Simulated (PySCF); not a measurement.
# BGeH₆OP: electronic excitations and core binding energies

What electronic excitations and core binding energies should BGeH₆OP (`PB[O][GeH3]`) show?

Programs: PySCF 2.14.0, with density-fitted response routines of our own. Each step states its level of theory. These are calculated values for one molecule in the gas phase, unless marked as measured. Atoms are numbered from 0 throughout.

### 1 The starting structure

10 atoms, charge 0, multiplicity 1; geometry from: GFN2-xTB.

Bonds of the start (Å): P0–B1 1.92, B1–O2 1.32, O2–Ge3 1.75, P0–H4 1.38, P0–H5 1.39, B1–H6 1.18, Ge3–H7 1.50, Ge3–H8 1.50, Ge3–H9 1.49.

### 2 Excited states and response: PBE0/def2-SVPD

The job: settings as JSON, then the geometry in Å.

```
{"job": {"kind": "uv", "xc": "PBE0", "basis": "def2-SVPD", "nstates": 8, "ntriplets": 3}, "charge": 0, "multiplicity": 1}
P      1.918873    -0.244051     0.612030
B      0.822963     0.915541    -0.448729
O     -0.492790     0.802534    -0.471840
Ge    -1.736197    -0.207189     0.244498
H      2.978944    -0.355228    -0.264349
H      1.324550    -1.422427     0.186849
H      1.314425     1.802055    -1.048176
H     -1.851985    -1.408111    -0.647022
H     -1.342867    -0.570391     1.644721
H     -2.927034     0.691922     0.169490
```

Level: TDDFT PBE0/def2-SVPD, vertical, gas phase, core orbitals frozen in the response.

The run is started by

```sh
> OMP_NUM_THREADS=1 python probes_run.py task.json out
```

This one command runs all jobs of the session in turn.

Output:

```text
coarse grid: 39024 points
cycle   1  E = -2521.0279619360  dE = -2.904e-01  |g| = 7.524e-01  |ddm| = 3.842e+00
cycle   2  E = -2520.7908938625  dE =  2.371e-01  |g| = 1.331e+00  |ddm| = 2.193e+00
cycle   3  E = -2521.1220004102  dE = -3.311e-01  |g| = 1.482e-01  |ddm| = 1.516e+00
cycle   4  E = -2521.1257737244  dE = -3.773e-03  |g| = 3.941e-02  |ddm| = 2.233e-01
cycle   5  E = -2521.1259493011  dE = -1.756e-04  |g| = 4.675e-03  |ddm| = 3.855e-02
cycle   6  E = -2521.1259559527  dE = -6.652e-06  |g| = 9.213e-04  |ddm| = 1.139e-02
final grid: 79616 points
cycle   7  E = -2521.1259107359  dE = -8.150e-08  |g| = 8.411e-04  |ddm| = 5.529e-03
cycle   8  E = -2521.1259107136  dE =  2.225e-08  |g| = 9.206e-04  |ddm| = 3.306e-03
cycle   9  E = -2521.1259109522  dE = -2.385e-07  |g| = 1.519e-04  |ddm| = 1.557e-03
cycle  10  E = -2521.1259109570  dE = -4.806e-09  |g| = 2.593e-05  |ddm| = 1.987e-04
cycle  11  E = -2521.1259109571  dE = -1.714e-10  |g| = 3.004e-06  |ddm| = 4.136e-05
converged SCF energy = -2521.1259109571

Static polarisability (au): isotropic 73.156, principal 61.932 71.157 86.380

Singlet excitations
state   eV       nm        f      main configurations
  1   5.2114    237.9   0.02818   H->L 0.88
  2   5.6572    219.2   0.01823   H->L+1 0.94
  3   6.3090    196.5   0.03058   H->L+2 0.89
  4   6.5209    190.1   0.00419   H->L+3 0.75, H->L+2 0.08
  5   6.6560    186.3   0.05580   H-1->L 0.80, H->L+3 0.09
  6   6.9606    178.1   0.01073   H->L+4 0.83, H-1->L+1 0.11
  7   7.0831    175.0   0.01551   H-1->L+1 0.84, H->L+4 0.11
  8   7.1955    172.3   0.01872   H->L+5 0.94

Triplet excitations (Tamm-Dancoff, eV): 4.3898 5.3779 5.7704
```

Wall time 14 s (1 thread of Arm Neoverse V1, shared host); peak memory 0.62 GiB.

The orbitals next to the gap, with their largest atomic shares:

```csv
orbital,eV,atoms
HOMO−3,-10.06,"Ge3 32 %, H9 20 %, H8 19 %"
HOMO−2,-9.65,"Ge3 28 %, O2 28 %, H7 23 %"
HOMO−1,-8.46,"P0 36 %, O2 23 %, B1 16 %"
HOMO,-7.00,"P0 52 %, B1 16 %, O2 13 %"
LUMO,-0.41,"B1 41 %, P0 20 %, O2 18 %"
LUMO+1,-0.26,"Ge3 37 %, B1 13 %, H8 11 %"
LUMO+2,0.22,"Ge3 48 %, H7 12 %, H8 11 %"
```

With each of the 8 states as a Gaussian band of 0.4 eV half-width at 1/e, the curve within the window shown has maxima at 232 nm (ε 1,400), 186 nm (ε 3,600) L/(mol cm). Beyond the last state computed it falls off for lack of states. The curve at chosen wavelengths:

(nm, ε (L/mol/cm)): (165, 750), (169, 1479), (173, 2228), (177, 2851), (181, 3320), (186, 3562), (190, 3364), (194, 2863), (198, 2232), (202, 1657), (206, 1262), (210, 1078), (214, 1062), (219, 1168), (223, 1280), (227, 1375), (231, 1424), (235, 1405), (239, 1310), (243, 1148), (247, 943), (252, 675), (256, 482), (260, 326), (264, 209), (268, 128)

Further results of this job:

| property | computed |
| --- | --- |
| dipole moment (D) | 2.00 |
| polarisability (Å³) | 10.84 |
| HOMO–LUMO gap (eV) | 6.59 |
| −ε(HOMO) (eV) | 7.00 |

### 3 X-ray photoelectron lines: SCAN, X2C

Settings changed since step 2:

```diff
@@ -1,2 +1,2 @@
-{"job": {"kind": "uv", "xc": "PBE0", "basis": "def2-SVPD", "nstates": 8, "ntriplets": 3}, "charge": 0, "multiplicity": 1}
+{"job": {"kind": "xps"}, "charge": 0, "multiplicity": 1}
 P      1.918873    -0.244051     0.612030
```

Method: delta-SCF UKS SCAN, pcX-2 on the ionised atom, pcseg-1 elsewhere, spin-free X2C.

Output:

```text
ground state, core basis on atom 0 (P), 145 functions
  cycle   1  E = -2539.79760736  |g| = 6.72e-01
  cycle   2  E = -2539.39692061  |g| = 1.54e+00
  cycle   3  E = -2539.88284426  |g| = 1.46e-01
  cycle   4  E = -2539.88776171  |g| = 5.46e-02
  cycle   5  E = -2539.88850808  |g| = 7.80e-03
  cycle   6  E = -2539.88852425  |g| = 2.84e-03
  cycle   7  E = -2539.88852465  |g| = 6.37e-04
  cycle   8  E = -2539.88852452  |g| = 3.10e-04
  E(ground) = -2540.01579738 Eh
hole in P 1s of atom 0
  cycle   1  E = -2459.75382109  |g| = 4.72e+00
  cycle   2  E = -2459.88045249  |g| = 2.18e+00
  cycle   3  E = -2460.33908554  |g| = 1.01e+00
  cycle   4  E = -2460.76477489  |g| = 5.61e-01
  cycle   5  E = -2460.87198216  |g| = 2.45e-01
  cycle   6  E = -2460.89622209  |g| = 5.22e-02
  cycle   7  E = -2460.89749665  |g| = 1.98e-02
  cycle   8  E = -2460.89770800  |g| = 4.45e-03
  cycle   9  E = -2460.89771741  |g| = 1.87e-03
  cycle  10  E = -2460.89771862  |g| = 2.39e-04
  E(ion) = -2461.02511314 Eh   <S^2> = 0.7518   hole on atom = 1.000   binding energy = 2149.446 eV
hole in P 2p of atom 0
  cycle   1  E = -2534.48815144  |g| = 1.38e+00
  cycle   2  E = -2534.38376131  |g| = 1.18e+00
  cycle   3  E = -2534.78533525  |g| = 4.34e-01
  cycle   4  E = -2534.85434443  |g| = 2.20e-01
  cycle   5  E = -2534.87124151  |g| = 5.52e-02
  cycle   6  E = -2534.87276675  |g| = 1.61e-02
  cycle   7  E = -2534.87289520  |g| = 4.97e-03
  cycle   8  E = -2534.87291241  |g| = 1.61e-03
  cycle   9  E = -2534.87291010  |g| = 6.78e-04
  cycle  10  E = -2534.87291147  |g| = 1.94e-04
  E(ion) = -2535.01083219 Eh   <S^2> = 0.7534   hole on atom = 1.002   binding energy = 136.192 eV
  2p3/2 = 135.965 eV   2p1/2 = 136.857 eV
ground state, core basis on atom 1 (B), 134 functions
  cycle   1  E = -2539.77066459  |g| = 5.88e-02
  cycle   2  E = -2539.77040489  |g| = 5.03e-02
  cycle   3  E = -2539.77100365  |g| = 2.62e-02
  cycle   4  E = -2539.77111509  |g| = 1.16e-02
  cycle   5  E = -2539.77114961  |g| = 7.24e-04
  cycle   6  E = -2539.77114864  |g| = 1.35e-04
  E(ground) = -2539.92887403 Eh
hole in B 1s of atom 1
  cycle   1  E = -2532.14268328  |g| = 1.17e+00
  cycle   2  E = -2530.62405688  |g| = 1.84e+00
  cycle   3  E = -2532.38368129  |g| = 5.08e-01
  cycle   4  E = -2532.45335669  |g| = 4.47e-01
  cycle   5  E = -2532.55179508  |g| = 1.45e-01
  cycle   6  E = -2532.55972362  |g| = 3.87e-02
  cycle   7  E = -2532.56057559  |g| = 1.35e-02
  cycle   8  E = -2532.56074453  |g| = 4.28e-03
  cycle   9  E = -2532.56076494  |g| = 1.86e-03
  cycle  10  E = -2532.56077492  |g| = 1.06e-03
  cycle  11  E = -2532.56077499  |g| = 2.83e-04
  E(ion) = -2532.71925389 Eh   <S^2> = 0.7981   hole on atom = 1.000   binding energy = 196.184 eV
ground state, core basis on atom 2 (O), 134 functions
  cycle   1  E = -2539.80876264  |g| = 1.17e-01
  cycle   2  E = -2539.80469781  |g| = 1.67e-01
  cycle   3  E = -2539.80931408  |g| = 4.95e-02
  cycle   4  E = -2539.80975687  |g| = 6.23e-03
  cycle   5  E = -2539.80976179  |g| = 1.28e-03
  cycle   6  E = -2539.80976502  |g| = 1.98e-04
  E(ground) = -2539.96273680 Eh
hole in O 1s of atom 2
  cycle   1  E = -2519.19498610  |g| = 2.23e+00
  cycle   2  E = -2518.38141113  |g| = 2.32e+00
  cycle   3  E = -2519.87046313  |g| = 5.29e-01
  cycle   4  E = -2519.85560791  |g| = 4.69e-01
  cycle   5  E = -2520.03231189  |g| = 7.89e-02
  cycle   6  E = -2520.03609801  |g| = 2.01e-02
  cycle   7  E = -2520.03633035  |g| = 5.73e-03
  cycle   8  E = -2520.03635541  |g| = 1.25e-03
  cycle   9  E = -2520.03635732  |g| = 4.25e-04
  E(ion) = -2520.19023458 Eh   <S^2> = 0.7620   hole on atom = 1.000   binding energy = 538.037 eV
```

Run time: 21 s. Hardware: 1 thread of Arm Neoverse V1, shared host; peak memory 0.46 GiB.

The holes in one table. −ε is the ground-state orbital energy:

```
     hole  stands for                  environment  ΔSCF (eV; 2p as the shell's mean)  −ε (eV)   ⟨S²⟩
P1s on P0          P0  phosphorus bonded to B, 2 H                            2149.45   2092.1  0.752
P2p on P0          P0  phosphorus bonded to B, 2 H                             136.26    125.1  0.753
B1s on B1          B1      boron bonded to O, P, H                             196.18    180.7  0.798
O1s on O2          O2       oxygen bonded to B, Ge                             538.04    516.9  0.762
```

With the spin-orbit splitting: P0 2p3/2 135.96, 2p1/2 136.86 eV. The table gives each 2p level as the mean over the whole 2p shell (two parts 2p3/2, one part 2p1/2), which differs a little from the single hole in the log.

### 4 Results

| quantity | value |
| --- | --- |
| lowest singlet (PBE0/def2-SVPD) | 5.21 eV (238 nm), f = 0.028 |
| brightest single state of those computed | state 5, 6.66 eV, f = 0.056 |
| lowest triplet | 4.39 eV |
| P1s binding energies, SCAN/pcX-2 | P0 2149.45 eV |
| P2p binding energies, SCAN/pcX-2 | P0 136.26 eV |
| B1s binding energies, SCAN/pcX-2 | B1 196.18 eV |
| O1s binding energies, SCAN/pcX-2 | O2 538.04 eV |

**Reading.** The first singlet state (HOMO→LUMO 0.88) lies at 5.21 eV and is weak; of the 8 states computed, the strongest absorption comes from state 5 at 6.66 eV. The lowest triplet lies 0.82 eV below the lowest singlet (triplets in Tamm-Dancoff, singlets in full TDDFT).
